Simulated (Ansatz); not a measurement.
# BiSb (zincblende type): the cost of one run

Computed with Ansatz 0.2.0 (DFT PBEsol, with the methods named in each step, unless a step's input says otherwise).

1 further run of the same task is left out (it didn't finish). Runs told in other sessions of the task aren't counted.

### Step 1. The starting structure

The structure is cubic, space group F-43m (No. 216). The conventional cell has a = 6.214 Å, b = 6.214 Å, c = 6.214 Å, α = 90.00°, β = 90.00°, γ = 90.00°. Bi (site symmetry -43m) has 4 Sb at 2.69 Å in its first shell of neighbours. Sb (site symmetry -43m) is surrounded by 4 Bi at 2.69 Å.

As a file:

```cif
data_structure
_symmetry_space_group_name_H-M 'P 1'
_symmetry_Int_Tables_number 1
_cell_length_a 4.3943
_cell_length_b 4.3943
_cell_length_c 4.3943
_cell_angle_alpha 60.000
_cell_angle_beta 60.000
_cell_angle_gamma 60.000
_cell_volume 60.00
loop_
_atom_site_label
_atom_site_type_symbol
_atom_site_fract_x
_atom_site_fract_y
_atom_site_fract_z
_atom_site_occupancy
Bi1 Bi 0.00000 0.00000 0.00000 1
Sb1 Sb 0.25000 0.25000 0.25000 1
```

Whether this phase is the stable one at these pressures isn't tested.

Atoms are numbered in the order of the input: Bi1, Sb2.

### Step 2. Cell relaxed at zero pressure, PAW

Contents of input.yaml:

```yaml
crystal:
  lattice:
    - [0.0, 3.107232506, 3.107232506]
    - [3.107232506, 0.0, 3.107232506]
    - [3.107232506, 3.107232506, 0.0]
  atoms:
    - { symbol: Bi, position: [0.0, 0.0, 0.0] }
    - { symbol: Sb, position: [0.25, 0.25, 0.25] }
kpoints:
  mp_grid: { grid: [12, 12, 12] }
scf:
  occupations: { method: fermi_dirac, width: 0.08 }
hamiltonian:
  xc: pbesol
  pseudopotentials: { kind: paw }
output:
  forces: true
  stress: true
relax:
  f_tol: 0.005
  max_steps: 40
  cell: {}
```

The run is started by

```
$ ansatz run input.yaml --threads 1 --pin off --max-ram 2048MiB --backend cpu --events-out ev --progress --plain --runs-dir out
```

**Question.** How long does this run take on 1 thread of Arm Neoverse V2, shared host, and how much memory does it need?

About 70 s, with a peak of 0.45 GiB.
